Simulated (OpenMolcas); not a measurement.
# HF/ANO-S-VDZP run of AsH3 (arsine), part 2 of 2

OpenMolcas 26.06. Earlier steps stand in the parts before.

### Step 3. The triplet

geom.xyz

```xyz
4

As    -0.215800     0.487600    -0.346000
H      0.349900     0.630300     1.059400
H     -1.068000    -0.705500     0.061100
H      0.933900    -0.412500    -0.774500
```

job.input

```
* AsH3 Hartree-Fock
>>> EXPORT MOLCAS_PRINT=2
&GATEWAY
Coord = geom.xyz
Basis = ANO-S-VDZP
Group = NoSym
&SEWARD
&SCF
UHF
Spin = 3
PrOrbitals = 0
```

Started as:

```
export MOLCAS_MEM=1860
pymolcas job.input > job.log
```

The log of the run:

```text
--- Start Module: gateway ---

                                              &GATEWAY

                       available to each process: 1.9 GB of memory, 1 thread

++    Symmetry information:
      ---------------------

                    Character Table for C1

                             E
                    a        1  x, y, xy, Rz, z, xz, Ry, yz, Rx, I
--

++    Basis set information:
      ----------------------

      Basis set label: AS.ANO-S...5S4P2D.

      Electronic valence basis set:
      ------------------
      Associated Effective Charge  33.000000 au
      Associated Actual Charge     33.000000 au
      Nuclear Model: Point charge

      Shell  nPrim  nBasis  Cartesian Spherical Contaminant
         s      17       5        X
         p      15       4        X
         d       9       2                 X

      Basis set label: H.ANO-S...2S1P.

      Electronic valence basis set:
      ------------------
      Associated Effective Charge   1.000000 au
      Associated Actual Charge      1.000000 au
      Nuclear Model: Point charge

      Shell  nPrim  nBasis  Cartesian Spherical Contaminant
         s       7       2        X
         p       3       1        X
--

++    Molecular structure info:
      -------------------------

                    ************************************************
                    **** Cartesian Coordinates / bohr, angstrom ****
                    ************************************************

     Center  Label                x              y              z                     x              y              z
        1      AS1             -0.407803       0.921430      -0.653845             -0.215800       0.487600      -0.346000
        2      H2               0.661215       1.191094       2.001976              0.349900       0.630300       1.059400
        3      H3              -2.018228      -1.333202       0.115462             -1.068000      -0.705500       0.061100
        4      H4               1.764815      -0.779512      -1.463593              0.933900      -0.412500      -0.774500

                    ***************************************
                    *    InterNuclear Distances / bohr    *
                    ***************************************

               1 AS1           2 H2            3 H3            4 H4
    1 AS1      0.000000
    2 H2       2.875570        0.000000
    3 H3       2.875529        4.136474        0.000000
    4 H4       2.875616        4.136592        4.136593        0.000000

                    *******************************************
                    *    InterNuclear Distances / angstrom    *
                    *******************************************

               1 AS1           2 H2            3 H3            4 H4
    1 AS1      0.000000
    2 H2       1.521686        0.000000
    3 H3       1.521665        2.188928        0.000000
    4 H4       1.521710        2.188990        2.188991        0.000000

                    **************************************
                    *    Valence Bond Angles / degree    *
                    **************************************
                          Atom centers                 Phi
                      2 H2       1 AS1      3 H3        91.99
                      2 H2       1 AS1      4 H4        91.99
                      3 H3       1 AS1      4 H4        91.99
--

            Nuclear Potential Energy             35.15317793 au

--- Stop Module: gateway /rc=_RC_ALL_IS_WELL_ ---

--- Start Module: seward ---

                                              &SEWARD

                       available to each process: 1.9 GB of memory, 1 thread

               SEWARD will generate:
                  Multipole Moment integrals up to order  2
                  Kinetic Energy integrals
                  Nuclear Attraction integrals (point charge)
                  One-Electron Hamiltonian integrals
                  Velocity integrals
                  Orbital angular momentum around ( -0.3867   0.8738  -0.6200 )
                  Velocity quadrupole around ( -0.3867   0.8738  -0.6200 )
                  Two-Electron Repulsion integrals

                   Integrals are discarded if absolute value <: 1.00E-14
                   Integral cutoff threshold is set to       <: 1.00E-16

            Nuclear Potential Energy             35.15317793 au

      Basis set specifications :
      Symmetry species         a
      Basis functions           42

--- Stop Module: seward /rc=_RC_ALL_IS_WELL_ ---
--- Module seward spent 1 second ---

--- Start Module: scf ---

                                                &SCF

                       available to each process: 1.9 GB of memory, 1 thread

++    Input section:
      --------------

      Header of the integral files:

      Cartesian coordinates in angstrom:
      -----------------------------------------------------
      No.  Label        X            Y            Z
      -----------------------------------------------------
       1   AS1       -0.21580000   0.48760000  -0.34600000
       2   H2         0.34990000   0.63030000   1.05940000
       3   H3        -1.06800000  -0.70550000   0.06110000
       4   H4         0.93390000  -0.41250000  -0.77450000
      -----------------------------------------------------
      Nuclear repulsion energy =   35.15317793
--

++    Orbital specifications:
      -----------------------

[... 36 lines left out ...]
++ Convergence information
                               UHF SCF        iterations: Energy and convergence statistics
[... 56 lines left out ...]
       Convergence after  49 Iterations
--

 *****************************************************************************************************************************
 *                                             SCF/KS-DFT Program, Final results                                             *
 *                                                       Final Results                                                       *
 *****************************************************************************************************************************

::    Total SCF energy                              -2235.7493422731
      One-electron energy                           -3185.1685026395
      Two-electron energy                             914.2659824382
      Nuclear repulsion energy                         35.1531779282
      Kinetic energy (interpolated)                  2236.0090168633
      Virial theorem                                    0.9998838669
      Total spin, S(S+1)                                2.0171322815
      Total spin, S                                     1.0056999307
      Max non-diagonal density matrix element           0.0005753821
      Max non-diagonal Fock matrix element              0.0000786079

      No orbitals printed

++    Static properties:
      ------------------

      LoProp Charges per center

                   AS1      H2       H3       H4
      Nuclear     33.0000   1.0000   1.0000   1.0000
      Electronic -32.6527  -1.1685  -1.0104  -1.1685

      Total        0.3473  -0.1685  -0.0104  -0.1685
--

      No orbitals printed

++    Molecular charges:
      ------------------

      Mulliken charges per centre
      ---------------------------

                            AS1                     H2                      H3                      H4
                     alpha        beta       alpha        beta       alpha        beta       alpha        beta
      Total       17.1339     15.6525      0.6830      0.4104      0.5002      0.5268      0.6830      0.4104
      Total             32.7864                  1.0933                  1.0270                  1.0933

      Charge            0.2136                 -0.0933                 -0.0270                 -0.0933

      Total electronic charge=   36.000000

      Total            charge=   -0.000000
--

++    Static properties:
      ------------------

      LoProp Charges per center

                   AS1      H2       H3       H4
      Nuclear     33.0000   1.0000   1.0000   1.0000
      Electronic -32.6527  -1.1685  -1.0104  -1.1685

      Total        0.3473  -0.1685  -0.0104  -0.1685
--

++    Natural Bond Order analysis
      ---------------------------
      Based on LoProp computed density
      -------------------------------------------------------------------------------------
      Atom A       Atom B       Bond Order
      -------------------------------------------------------------------------------------
      NBO located      0.996 non-bonded electrons on atom AS1
      NBO located      1.002 non-bonded electrons on atom AS1
      NBO located      0.998 non-bonded electrons on atom AS1
      NBO located      0.999 non-bonded electrons on atom AS1
      NBO located      0.999 non-bonded electrons on atom AS1
      NBO located      0.999 non-bonded electrons on atom AS1
      NBO located      0.999 non-bonded electrons on atom AS1
      NBO located      1.000 non-bonded electrons on atom AS1
      NBO located      1.000 non-bonded electrons on atom AS1
      NBO located      1.000 non-bonded electrons on atom AS1
      NBO located      1.000 non-bonded electrons on atom AS1
      NBO located      1.000 non-bonded electrons on atom AS1
      NBO located      1.000 non-bonded electrons on atom AS1
      NBO located      1.000 non-bonded electrons on atom AS1
      The remaining    3.603 electrons are to be considered as diffuse
--

++    Molecular orbitals:
      -------------------

      Title: Natural orbitals

      Molecular orbitals for symmetry species 1: a

          Orbital            1         2         3         4         5         6         7         8         9        10
          Energy         -432.6186  -56.3406  -50.1888  -50.1874  -50.1870   -7.6566   -5.8597   -5.9044   -6.1962   -2.1535
          Occ. No.          2.0000    2.0000    2.0000    2.0000    2.0000    2.0000    2.0000    2.0000    2.0000    2.0000

[... 41 lines of this table left out ...]
       42 H4     2pz       -0.0000   -0.0001   -0.0000    0.0000   -0.0000   -0.0000   -0.0001   -0.0000   -0.0001   -0.0010

          Orbital           11        12        13        14        15        16        17        18        19        20
          Energy           -2.2389   -2.2160   -2.1637   -2.1923   -0.6547   -0.5053   -0.7143   -0.2673    0.0276    0.4669
          Occ. No.          2.0000    2.0000    2.0000    2.0000    1.9988    1.9976    1.9950    1.0000    1.0000    0.0050

[... 41 lines of this table left out ...]
       42 H4     2pz        0.0000    0.0004   -0.0008   -0.0002    0.0007   -0.0078    0.0079    0.0090    0.0140    0.1231

          Orbital           21        22        23        24        25        26        27        28        29        30
          Energy            1.0120    0.3279    0.4942    0.6565    0.8041    1.0444    1.3426    0.7294    0.9945    0.7809
          Occ. No.          0.0024    0.0012    0.0000    0.0000    0.0000    0.0000    0.0000    0.0000    0.0000    0.0000

[... 41 lines of this table left out ...]
       42 H4     2pz        0.2489   -0.0323    0.0777   -0.0012   -0.2322   -0.0666   -0.0759   -0.1765    0.5186   -0.1437

          Orbital           31        32        33        34        35        36        37        38        39        40
          Energy            1.4067    1.0830    1.7930    1.1677    0.6933    0.9559    0.9528    0.7000    1.1158    1.2228
          Occ. No.          0.0000    0.0000    0.0000    0.0000    0.0000    0.0000    0.0000    0.0000    0.0000    0.0000

[... 41 lines of this table left out ...]
       42 H4     2pz        0.1795   -0.2909    0.3893   -0.6031    0.3260    0.2479   -0.1099    0.3249    0.2180    0.3176

          Orbital           41        42
          Energy            1.5864    1.2725
          Occ. No.          0.0000    0.0000

[... 41 lines of this table left out ...]
       42 H4     2pz       -0.0733    0.0976
--

++    Molecular properties:
      ---------------------

      Charge (e):
                      =   -0.0000
      Dipole Moment (debye):
      Origin of the operator (angstrom)=   -0.2046    0.4624   -0.3281
                   X=  9.9874E-02               Y=  7.9404E-02               Z= -1.3281E-02           Total=  1.2828E-01
      Quadrupole Moment (debye*angstrom):
      Origin of the operator (angstrom)=   -0.2046    0.4624   -0.3281
                  XX= -2.1602E+01              XY=  1.0870E+00              XZ=  3.4633E-01              YY= -2.0771E+01
                  YZ= -1.8499E+00              ZZ= -2.3471E+01
      In traceless form (debye*angstrom)
                  XX=  5.1890E-01              XY=  1.6306E+00              XZ=  5.1949E-01              YY=  1.7653E+00
                  YZ= -2.7749E+00              ZZ= -2.2842E+00
--

--- Stop Module: scf /rc=_RC_ALL_IS_WELL_ ---
--- Module scf spent 2 seconds ---

.##################.
.# Happy landing! #.
.##################.

    Timing: Wall=3.78 User=3.10 System=0.67
```

It took 4.2 s on 1 thread of Arm Neoverse V1, shared host; peak memory 0.38 GiB.

### Step 4. Summary of results

This closing draws on all 2 parts.

Level: HF/ANO-S-VDZP.

| quantity | value |
| --- | --- |
| singlet: total energy | -2235.95735 Eh |
| singlet: dipole moment | 0.36 D |
| singlet: HOMO energy | -10.36 eV |
| singlet: LUMO energy | 2.92 eV |
| singlet: HOMO–LUMO gap | 13.29 eV |
| triplet: total energy | -2235.74934 Eh |
| triplet: dipole moment | 0.13 D |
| triplet: HOMO energy (highest over α and β) | -4.29 eV |
| triplet: LUMO energy (lowest over α and β) | -1.21 eV |
| triplet: ⟨S²⟩ | 2.017 |
| vertical energy of the triplet above the singlet | 5.660 eV |

In words: At this shape the triplet lies 5.66 eV (546 kJ/mol) above the singlet. Mulliken charges (singlet) run from -0.07 on H2 to +0.20 on As1. At HF/ANO-S-VDZP: Experiment gives 0.20 D for the dipole moment (NIST CCCBDB), so the computed value is 0.16 D (79 %) too high. Mulliken charges (triplet) run from -0.09 on H2 to +0.21 on As1; they depend strongly on the basis.
